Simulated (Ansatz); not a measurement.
# TiO: the cost of one run

Method: DFT r2SCAN, scalar-relativistic, plane waves, PAW, in Ansatz 0.2.0.

1 further run of the same task is left out (set aside as unsound or not needed).

### 1 The structure to begin with

Symmetry: P6_3/mmc, No. 194, hexagonal system. The conventional cell has a = 2.826 Å, b = 2.826 Å, c = 5.541 Å, α = 90.00°, β = 90.00°, γ = 120.00°. Ti (site symmetry -6m2) is surrounded by 6 O at 2.14 Å. O (site symmetry -3m) is surrounded by 6 Ti at 2.14 Å.

As a file:

```
CELL_PARAMETERS angstrom
2.82633 0.00000 0.00000
-1.41317 2.44768 0.00000
0.00000 0.00000 5.54115
ATOMIC_POSITIONS crystal
Ti 0.33333 0.66667 0.25000
Ti 0.66667 0.33333 0.75000
O 0.00000 0.00000 0.00000
O 0.00000 0.00000 0.50000
```

It goes back to an entry of the Materials Project, which need not be the stable form.

It is the result of an earlier relaxation at this level (volume 9.58 Å³/atom; gap on the mesh: none (metal)).

### 2 Zero of the scan

input.yaml

```yaml
crystal:
  lattice:
    - [2.8263326926, 0.0, 0.0]
    - [-1.4131663463, 2.4476759114, 0.0]
    - [0.0, 0.0, 5.5411476734]
  atoms:
    - { symbol: Ti, position: [0.3333333333, 0.6666666667, 0.25] }
    - { symbol: Ti, position: [0.6666666667, 0.3333333333, 0.75] }
    - { symbol: O, position: [0.0, 0.0, 0.0] }
    - { symbol: O, position: [0.0, 0.0, 0.5] }
basis:
  ecutwfc: 500
kpoints:
  mp_grid: { grid: [12, 12, 6] }
hamiltonian:
  xc: r2scan
scf:
  occupations: { method: gaussian, width: 0.15 }
output:
  forces: true
  stress: true
  eigenvalues: true
  write_density: true
  write_potential: true
  elf: true
  volumetric_format: npy
```

Launch:

```console
$ ansatz run input.yaml --threads 2 --pin off --max-ram 5120MiB --backend cpu --events-out ev --progress --plain --runs-dir out
```

**Question.** How long does this run take on 2 threads of AMD EPYC (Zen 3), shared host, and how much memory does it need?

About 8.8 s, with a peak of 0.5 GiB.
